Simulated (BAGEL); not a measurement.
**CH7BSi2 (SMILES CB1[SiH2][SiH2]1): HF/3-21G (density fitting with cc-pvqz-jkfit)**

Aim: the energy change on altering one bond length of CH7BSi2 at HF/3-21G (density fitting with cc-pvqz-jkfit), from 2 runs. 

Program for the calculation: BAGEL 1.2.2.

1 further run of the same task is left out (set aside as unsound or not needed).

## (1) Starting point

CH7BSi2: 11 atoms, total charge 0, spin state singlet. SMILES: `CB1[SiH2][SiH2]1`. The coordinates come from a PBE0-D4/def2-TZVP relaxation.

Bond lengths: C1–B2 1.566 Å, B2–Si3 1.907 Å, B2–Si4 1.907 Å, C1–H5 1.092 Å, C1–H6 1.099 Å, C1–H7 1.092 Å, Si3–H8 1.482 Å, Si3–H9 1.489 Å, Si4–H10 1.489 Å, Si4–H11 1.482 Å. Some angles: C1–B2–Si3 130.2°, C1–B2–Si4 130.2°, Si3–B2–Si4 83.2°, B2–C1–H5 114.1°, B2–C1–H6 106.3°, B2–C1–H7 114.1°, B2–Si3–H8 124.3°, B2–Si3–H9 125.0°, B2–Si4–H10 124.9°, B2–Si4–H11 124.3°. A long bond or contact: Si3–Si4 2.531 Å.

## (2) A single-point energy at HF/3-21G (density fitting with cc-pvqz-jkfit)

Contents of job.json:

```json
{ "bagel": [

{
  "title": "molecule",
  "basis": "3-21g",
  "df_basis": "cc-pvqz-jkfit",
  "angstrom": true,
  "geometry": [
    { "atom": "C", "xyz": [   -0.263900,    1.793500,    0.099500 ] },
    { "atom": "B", "xyz": [   -0.450600,    0.243000,   -0.016600 ] },
    { "atom": "Si", "xyz": [    0.018800,   -1.148600,    1.199400 ] },
    { "atom": "Si", "xyz": [    0.210300,   -0.982900,   -1.318800 ] },
    { "atom": "H", "xyz": [    0.165600,    2.121800,    1.048800 ] },
    { "atom": "H", "xyz": [   -1.271300,    2.229100,    0.051100 ] },
    { "atom": "H", "xyz": [    0.301000,    2.238000,   -0.723000 ] },
    { "atom": "H", "xyz": [   -0.479200,   -2.541300,    1.107000 ] },
    { "atom": "H", "xyz": [    0.876900,   -0.975400,    2.403900 ] },
    { "atom": "H", "xyz": [    1.239000,   -0.662800,   -2.346600 ] },
    { "atom": "H", "xyz": [   -0.281200,   -2.371200,   -1.484200 ] }
  ]
},
{
  "title": "hf"
},
{
  "title": "print",
  "file": "orbitals.molden",
  "orbitals": true
}

]}
```

Started as:

```sh
$ BAGEL_NUM_THREADS=1 BAGEL job.json > job.out
```

The program printed:

```text
* using 1 threads per process

  ===============================================================
  ===============================================================

  *** Geometry ***

  { "atom" : "C", "xyz" : [     -0.498699,      3.389224,      0.188028 ] },
  { "atom" : "B", "xyz" : [     -0.851511,      0.459203,     -0.031369 ] },
  { "atom" : "Si", "xyz" : [      0.035527,     -2.170539,      2.266538 ] },
  { "atom" : "Si", "xyz" : [      0.397409,     -1.857412,     -2.492171 ] },
  { "atom" : "H", "xyz" : [      0.312939,      4.009621,      1.981945 ] },
  { "atom" : "H", "xyz" : [     -2.402409,      4.212389,      0.096565 ] },
  { "atom" : "H", "xyz" : [      0.568808,      4.229207,     -1.366272 ] },
  { "atom" : "H", "xyz" : [     -0.905557,     -4.802361,      2.091927 ] },
  { "atom" : "H", "xyz" : [      1.657101,     -1.843239,      4.542713 ] },
  { "atom" : "H", "xyz" : [      2.341371,     -1.252510,     -4.434431 ] },
  { "atom" : "H", "xyz" : [     -0.531391,     -4.480919,     -2.804732 ] },

  Number of auxiliary basis functions:      865

  Since a DF basis is specified, we compute 2- and 3-index integrals:
    o Being stored without compression. Storage requirement is 0.023 GB

  Number of basis functions:       58
  Number of electrons      :       46

    * METHOD: MOLECULE                             0.54

  *** RHF ***

  === Nuclear Repulsion ===
   181.4764284282

      * DIIS with orbital gradients will be used.

  === RHF iteration (3-21g) ===
      0       -640.88985908          0.01422308           0.07
      1       -640.95361091          0.00494793           0.07
      2       -640.96290634          0.00169688           0.07
      3       -640.96418074          0.00025723           0.07
      4       -640.96424807          0.00012558           0.07
      5       -640.96426818          0.00004177           0.07
      6       -640.96427053          0.00001190           0.07
      7       -640.96427074          0.00000263           0.07
      8       -640.96427075          0.00000075           0.07
      9       -640.96427075          0.00000024           0.07
     10       -640.96427075          0.00000008           0.07
     11       -640.96427075          0.00000003           0.07
     12       -640.96427075          0.00000001           0.07
    * SCF iteration converged.

    * Permanent dipole moment:
           (    0.075072,    -0.147158,    -0.003402) a.u.

    * METHOD: HF                                   1.05

    * METHOD: PRINT                                0.00

  ===============================================================
```

Wall time 1.9 s (1 thread of Intel Xeon 6975P-C (Granite Rapids), shared host); peak memory 0.14 GiB.

## (3) The distorted shape

Contents of input.json:

```json
{ "bagel": [

{
  "title": "molecule",
  "basis": "3-21g",
  "df_basis": "cc-pvqz-jkfit",
  "angstrom": true,
  "geometry": [
    { "atom": "C", "xyz": [   -0.950368,    1.654942,   -0.864084 ] },
    { "atom": "B", "xyz": [   -1.137068,    0.104442,   -0.980184 ] },
    { "atom": "Si", "xyz": [   -0.667668,   -1.287158,    0.235816 ] },
    { "atom": "Si", "xyz": [   -0.476168,   -1.121458,   -2.282384 ] },
    { "atom": "H", "xyz": [   -0.520868,    1.983242,    0.085216 ] },
    { "atom": "H", "xyz": [   -1.957768,    2.090542,   -0.912484 ] },
    { "atom": "H", "xyz": [   -0.385468,    2.099442,   -1.686584 ] },
    { "atom": "H", "xyz": [   -1.165668,   -2.679858,    0.143416 ] },
    { "atom": "H", "xyz": [    0.876900,   -0.975400,    2.403900 ] },
    { "atom": "H", "xyz": [    0.552532,   -0.801358,   -3.310184 ] },
    { "atom": "H", "xyz": [   -0.967668,   -2.509758,   -2.447784 ] }
  ]
},
{
  "title": "hf",
  "charge": 0
},
{
  "title": "print",
  "file": "orbitals.molden",
  "orbitals": true
}

]}
```

Started as:

```sh
$ BAGEL_NUM_THREADS=1 BAGEL input.json > input.out
```

The program printed:

```text
* using 1 threads per process

  ===============================================================
  ===============================================================

  *** Geometry ***

  { "atom" : "C", "xyz" : [     -1.795935,      3.127387,     -1.632882 ] },
  { "atom" : "B", "xyz" : [     -2.148747,      0.197367,     -1.852279 ] },
  { "atom" : "Si", "xyz" : [     -1.261710,     -2.432376,      0.445628 ] },
  { "atom" : "Si", "xyz" : [     -0.899827,     -2.119248,     -4.313081 ] },
  { "atom" : "H", "xyz" : [     -0.984298,      3.747784,      0.161035 ] },
  { "atom" : "H", "xyz" : [     -3.699645,      3.950552,     -1.724345 ] },
  { "atom" : "H", "xyz" : [     -0.728429,      3.967370,     -3.187182 ] },
  { "atom" : "H", "xyz" : [     -2.202793,     -5.064198,      0.271017 ] },
  { "atom" : "H", "xyz" : [      1.657101,     -1.843239,      4.542713 ] },
  { "atom" : "H", "xyz" : [      1.044134,     -1.514347,     -6.255341 ] },
  { "atom" : "H", "xyz" : [     -1.828628,     -4.742755,     -4.625641 ] },

  Number of auxiliary basis functions:      865

  Since a DF basis is specified, we compute 2- and 3-index integrals:
    o Being stored without compression. Storage requirement is 0.023 GB

  Number of basis functions:       58
  Number of electrons      :       46

    * METHOD: MOLECULE                             0.53

  *** RHF ***

  === Nuclear Repulsion ===
   178.2844660444

      * DIIS with orbital gradients will be used.

  === RHF iteration (3-21g) ===
      0       -640.74312019          0.01449401           0.08
      1       -640.82030467          0.00514658           0.07
      2       -640.83173432          0.00169596           0.08
      3       -640.83345495          0.00040187           0.07
      4       -640.83362334          0.00020237           0.07
      5       -640.83367817          0.00006449           0.07
      6       -640.83368402          0.00001979           0.07
      7       -640.83368463          0.00000691           0.07
      8       -640.83368469          0.00000174           0.07
      9       -640.83368469          0.00000065           0.07
     10       -640.83368469          0.00000026           0.07
     11       -640.83368469          0.00000010           0.07
     12       -640.83368469          0.00000003           0.07
     13       -640.83368469          0.00000002           0.07
     14       -640.83368469          0.00000001           0.07
    * SCF iteration converged.

    * Permanent dipole moment:
           (    0.401287,    -0.111479,     0.739735) a.u.

    * METHOD: HF                                   1.25

    * METHOD: PRINT                                0.00

  ===============================================================
```

Run time: 2.1 s. Hardware: 1 thread of Intel Xeon 6975P-C (Granite Rapids), shared host; peak memory 0.14 GiB.

## (4) What came out

At HF/3-21G (density fitting with cc-pvqz-jkfit):

| quantity | value |
| --- | --- |
| first shape: total energy | -640.96427 Eh |
| first shape: dipole moment | 0.42 D |
| first shape: HOMO energy | -8.12 eV |
| first shape: LUMO energy | 1.84 eV |
| first shape: HOMO–LUMO gap | 9.96 eV |
| distorted shape: total energy | -640.83368 Eh |
| distorted shape: dipole moment | 2.16 D |
| distorted shape: HOMO energy | -8.23 eV |
| distorted shape: LUMO energy | 0.10 eV |
| distorted shape: HOMO–LUMO gap | 8.33 eV |
| energy change with the Si3–H9 bond stretched from 1.489 to 2.680 Å | 3.553 eV |

One bond (distorted shape) is far stretched, which a spin-restricted single reference describes badly; a broken-symmetry solution may lie lower. With the Si3–H9 bond stretched from 1.489 to 2.680 Å the energy rises by 3.55 eV (343 kJ/mol). The first shape isn't relaxed at this level, so the change isn't measured from a minimum. A restricted reference can't describe the breaking bond well at this length.
